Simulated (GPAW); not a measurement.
Wanted: an ASE script for a GPAW 26.7.0 run.

| Item | Value |
| --- | --- |
| Task | single point |
| Functional | PBEsol |
| Potentials or basis | PAW data sets generated in the run's folder for this functional |
| Cutoff | 600 eV |
| Basis | pw |
| k mesh | 6 × 6 × 6 |
| Occupations | fermi-dirac, width 0.05 eV |
| Spin | no spin polarisation |
| Maxiter | 150 |

SnIr3:

```
Ir Sn
1.0
     5.68603    0.00000    0.00000
    -2.84302    4.92425    0.00000
     0.00000    0.00000    4.53794
Ir Sn
6 2
Direct
  0.16279 0.32558 0.25000
  0.16279 0.83721 0.25000
  0.67442 0.83721 0.25000
  0.83721 0.67442 0.75000
  0.83721 0.16279 0.75000
  0.32558 0.16279 0.75000
  0.33333 0.66667 0.75000
  0.66667 0.33333 0.25000
```

The cell comes from a database or a generator and needn't be the stable form of this composition.

The input as run:

run.py

```python
from ase import Atoms
from ase.dft.bandgap import bandgap
from ase.io import write
from ase.units import GPa
from gpaw import GPAW, PW, setup_paths

setup_paths.insert(0, '.')

atoms = Atoms(['Ir', 'Ir', 'Ir', 'Ir', 'Ir', 'Ir', 'Sn', 'Sn'],
              cell=[[5.6860302483, 0.0, 0.0],
                    [-2.8430151241, 4.9242466417, 0.0],
                    [0.0, 0.0, 4.537938]],
              scaled_positions=[[0.162791005, 0.32558201, 0.25],
                                [0.162791005, 0.837208995, 0.25],
                                [0.67441799, 0.837208995, 0.25],
                                [0.837208995, 0.67441799, 0.75],
                                [0.837208995, 0.162791005, 0.75],
                                [0.32558201, 0.162791005, 0.75],
                                [0.3333333333, 0.6666666667, 0.75],
                                [0.6666666667, 0.3333333333, 0.25]],
              pbc=True)

calc = GPAW(mode=PW(600),
            xc='PBEsol',
            kpts={'size': (6, 6, 6), 'gamma': True},
            occupations={'name': 'fermi-dirac', 'width': 0.05},
            nbands=95,
            convergence={'density': 1e-05, 'energy': 1e-05},
            maxiter=150,
            txt='gpaw.txt')
atoms.calc = calc
energy = atoms.get_potential_energy()
forces = atoms.get_forces()
stress = atoms.get_stress()
calc.write('gs.gpw')
write('result.traj', atoms)
print(f'Energy: {energy:.6f} eV')
print('Forces (eV/A):')
print(forces.round(4))
print('Stress (GPa):', (stress / GPa).round(3))
print('Fermi level:', round(calc.get_fermi_level(), 4), 'eV')
print(f'Gap: {bandgap(calc)[0]:.4f} eV, direct: {bandgap(calc, direct=True)[0]:.4f} eV')
```

Potentials or basis: PAW data sets generated in the run's folder for this functional, pw.

The run is started by

```sh
$ gpaw-setup -f PBEsol Ir Sn
$ OMP_NUM_THREADS=1 python run.py
```

It gave:

| Property | Result |
| --- | --- |
| Pressure | -9.9 GPa |
| Largest force | 0.142 eV/Å |
| Band gap on the k mesh | none (metal or under the smearing width) |

Run time: 5.8 min on 1 thread of Arm Neoverse V2, on a shared host, peak memory 0.46 GiB.
